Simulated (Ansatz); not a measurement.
# TaAl3: the cost of one run

Method: DFT PBEsol, scalar-relativistic, plane waves, PAW, in Ansatz 0.2.0.

16 further runs of the same task are left out: 16 set aside as unsound or not needed.

### Step 1. The system as given

The structure is tetragonal, space group I4/mmm (No. 139). Conventional cell: a = 3.829 Å, b = 3.829 Å, c = 8.503 Å, α = 90.00°, β = 90.00°, γ = 90.00°. Ta (site symmetry 4/mmm) is surrounded by 12 Al at 2.71 to 2.86 Å. Al (site symmetry 4/mmm) is surrounded by 4 Ta at 2.71 Å and 8 Al at 2.86 Å. Al (site symmetry -4m2) is surrounded by 8 Al at 2.71 to 2.86 Å and 4 Ta at 2.86 Å.

Coordinates:

```xyz
4
Lattice="-1.9146 1.9146 4.2515 1.9146 -1.9146 4.2515 1.9146 1.9146 -4.2515" Properties=species:S:1:pos:R:3 pbc="T T T"
Ta    0.0000    0.0000    4.2515
Al    0.0000    0.0000    0.0000
Al    0.0000    1.9146    2.1257
Al    1.9146    0.0000    2.1257
```

It is the result of an earlier relaxation at this level (volume 15.58 Å³/atom; gap on the mesh: none (metal)).

### Step 2. Plan of the line

The energy is mapped over volume and the cell's shape.

- volume per atom: 7 values from 13.09 to 18.08 Å³
- c/a of the conventional cell: 7 values from 1.968 to 2.505

Nothing else is relaxed (symmetry fixes all fractional coordinates). Energies count from the relaxed crystal. Points are written as (first, second).

### Step 3. Point (13.09 Å³, 2.406)

Input file input.yaml:

```yaml
crystal:
  lattice:
    - [-1.7587157476, 1.7587157476, 4.2323494465]
    - [1.7587157476, -1.7587157476, 4.2323494465]
    - [1.7587157476, 1.7587157476, -4.2323494465]
  atoms:
    - { symbol: Ta, position: [0.5, 0.5, 0.0] }
    - { symbol: Al, position: [0.0, 0.0, 0.0] }
    - { symbol: Al, position: [0.75, 0.25, 0.5] }
    - { symbol: Al, position: [0.25, 0.75, 0.5] }
basis:
  ecutwfc: 420
kpoints:
  mp_grid: { grid: [16, 16, 16] }
hamiltonian:
  xc: pbesol
scf:
  occupations: { method: gaussian, width: 0.15 }
output:
  forces: true
  stress: true
  eigenvalues: true
```

Command:

```console
> ansatz run input.yaml --threads 2 --pin off --max-ram 4096MiB --backend cpu --events-out ev --progress --plain --runs-dir out
```

Q: Estimate wall time and peak memory on 2 threads of Arm Neoverse V2, shared host.

About 7.7 s, with a peak of 0.52 GiB.
